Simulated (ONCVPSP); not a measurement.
# An ONCV potential for gadolinium, from input to tests

Aim: build the potential from the settings below, then test how well it stands in for the atom: other configurations, scattering, ghost states and the plane-wave cutoff that it needs.

Method: ONCVPSP 4.0.1.1 (patched build), PBE, scalar-relativistic.

## Step 1: The atom and the settings

Typed settings, in words:

```json
{"element": "gadolinium (Gd, Z = 64)", "type": "optimised norm-conserving Vanderbilt (ONCV)", "frozen core": "[Kr] 4d10", "valence charge": "18", "reference configuration": "4f6 5s2 5p6 5d2 6s2", "partial waves": "5s+6s: rc 2.00 bohr, ncon 4, nbas 9, qcut 7.1 1/bohr, 2 projectors; 5p: rc 1.85 bohr, ncon 4, nbas 8, qcut 7.8 1/bohr, 2 projectors, debl 3.7 Ha; 5d: rc 2.30 bohr, ncon 4, nbas 7, qcut 4.6 1/bohr, 2 projectors, debl 3.4 Ha; 4f: rc 0.85 bohr, ncon 4, nbas 9, qcut 18.9 1/bohr, 2 projectors, debl 1.3 Ha", "local potential": "polynomial inside 0.85 bohr (lpopt 3, dvloc0 4 Ha)", "core correction": "Teter function, fcfact 2, rcfact 1.15"}
```

The outer shells as boxes (Hund's rule for the drawing; the calculation is spin-unpolarised):

```
[Kr] core
4d [↑↓][↑↓][↑↓][↑↓][↑↓]
4f [↑ ][↑ ][↑ ][↑ ][↑ ][↑ ][  ]
5s [↑↓]
5p [↑↓][↑↓][↑↓]
5d [↑ ][↑ ][  ][  ][  ]
6s [↑↓]
```

An earlier all-electron run gives the scale for the radii.

All-electron outer shells of the reference configuration (PBE, scalar-relativistic, ld1.x):

```tsv
shell	level (eV)	outermost node (bohr)	outermost maximum (bohr)
4d	-155.41	0.27	0.56
5s	-53.31	0.65	1.18
5p	-30.05	0.70	1.34
4f	-15.25	–	0.56
6s	-4.41	1.57	3.25
5d	-3.58	0.78	1.83
6p	-1.38	1.87	4.39
```

## Step 2: The generation run

Input file Gd.dat:

```
# ATOM AND REFERENCE CONFIGURATION
# atsym  z   nc   nv     iexc    psfile
  Gd 64.00    9    5        4      upf
#
#   n    l    f
    1    0    2.00
    2    0    2.00
    2    1    6.00
    3    0    2.00
    3    1    6.00
    3    2   10.00
    4    0    2.00
    4    1    6.00
    4    2   10.00
    4    3    6.00
    5    0    2.00
    5    1    6.00
    5    2    2.00
    6    0    2.00
#
# PSEUDOPOTENTIAL AND OPTIMIZATION
# lmax
    3
#
#   l,   rc,      ep,       ncon, nbas, qcut
    0    2.00    0.00    4    9    7.10
    1    1.85    0.00    4    8    7.80
    2    2.30    0.00    4    7    4.60
    3    0.85    0.00    4    9   18.90
#
# LOCAL POTENTIAL
# lloc, lpopt,  rc(5),   dvloc0
    4    3    0.85    4.00
#
# VANDERBILT-KLEINMAN-BYLANDER PROJECTORs
# l, nproj, debl
    0    2    1.80
    1    2    3.70
    2    2    3.40
    3    2    1.30
#
# MODEL CORE CHARGE
# icmod, fcfact, rcfact
    3    2.00    1.15
#
# LOG DERIVATIVE ANALYSIS
# epsh1, epsh2, depsh
   -3.00    5.00    0.02
#
# OUTPUT GRID
# rlmax, drl
    6.00    0.01
#
# TEST CONFIGURATIONS
# ncnf
    4
# nvcnf
#   n    l    f
    5
    4    3    7.00
    5    0    2.00
    5    1    6.00
    5    2    1.00
    6    0    2.00
#
    5
    4    3    7.00
    5    0    2.00
    5    1    6.00
    5    2    1.00
    6    0    1.00
#
    5
    4    3    7.00
    5    0    2.00
    5    1    6.00
    5    2    1.00
    6    0    0.00
#
    5
    4    3    7.00
    5    0    2.00
    5    1    6.00
    5    2    1.50
    6    0    1.50
#
```

On the command line:

```
$ oncvpsp.x < Gd.dat > Gd.out
```

Q: Predict the outcome of this session. Wanted: cutoffs for 1 and 0.1 mHa per electron, occupied waves; bound ghosts; GHOST(+) flags; largest test error; largest phase difference near zero energy, channels read; rms error of d²Exc/dn², without and with the model core.

The runs gave:

```
                                                quantity                              value
  cutoffs for 1 and 0.1 mHa per electron, occupied waves                  157 Ha and 172 Ha
                                            bound ghosts                    s at -153.64 eV
                                          GHOST(+) flags                        p at 138 eV
                            largest test error (AE − PS)  -316 meV, for 4f7 5s2 5p6 5d1 6s2
largest phase difference near zero energy, channels read                          0.000 rad
 rms error of d²Exc/dn², without and with the model core                  7.87 and 5.98 mHa
```

What this shows: It has a bound ghost (s), a state that the atom doesn't have, and that rules the file out. By total energies transferability is poor: the largest error is 316 meV on 8.9 eV, for 4f7 5s2 5p6 5d1 6s2. The potential is very hard: the looser tolerance needs 157 Ha. At the looser tolerance the 4f wave is the slowest; 5p needs 19 Ha. Near zero energy the phases of the channels with partial waves agree within 0.001 rad. The program also flags highly localised states, GHOST(+) (p).
